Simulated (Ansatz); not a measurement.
A run of Ansatz 0.2.0 is set up as follows.

File input.yaml:

```yaml
crystal:
  lattice:
    - [0.0, 3.861219, 3.861219]
    - [3.861219, 0.0, 3.861219]
    - [3.861219, 3.861219, 0.0]
  atoms:
    - { symbol: Te, position: [0.5, 0.5, 0.5] }
    - { symbol: Te, position: [0.75, 0.75, 0.75] }
    - { symbol: Te, position: [0.25, 0.25, 0.25] }
    - { symbol: Sn, position: [0.0, 0.0, 0.0] }
kpoints:
  mp_grid: { grid: [6, 6, 6] }
  band_path:
    path:
      - [0.0, 0.0, 0.0]
      - [0.5, 0.0, 0.5]
      - [0.5, 0.25, 0.75]
      - [0.375, 0.375, 0.75]
      - [0.0, 0.0, 0.0]
      - [0.5, 0.5, 0.5]
      - [0.625, 0.25, 0.625]
      - [0.5, 0.25, 0.75]
    npoints: 12
scf:
  occupations: { method: fermi_dirac, width: 0.05 }
hamiltonian:
  xc: pbesol
  pseudopotentials: { kind: all_electron, lapw: { basis_error: 0.002 } }
output:
  forces: true
  stress: true
  eigenvalues: true
```

Potentials or basis: all-electron LAPW, scalar-relativistic.

Launch:

```bash
$ ansatz run input.yaml --threads 2 --pin off --max-ram 8192MiB --backend cpu --events-out ev --progress --plain --runs-dir out
```

(1) Predict the band gap along the path.

(2) What does it give for the pressure?

Results:

(1) none (metal or under the smearing width).

(2) -2.8 GPa.

Caveat: spin-orbit coupling is left out, which moves the levels of the heavy elements.
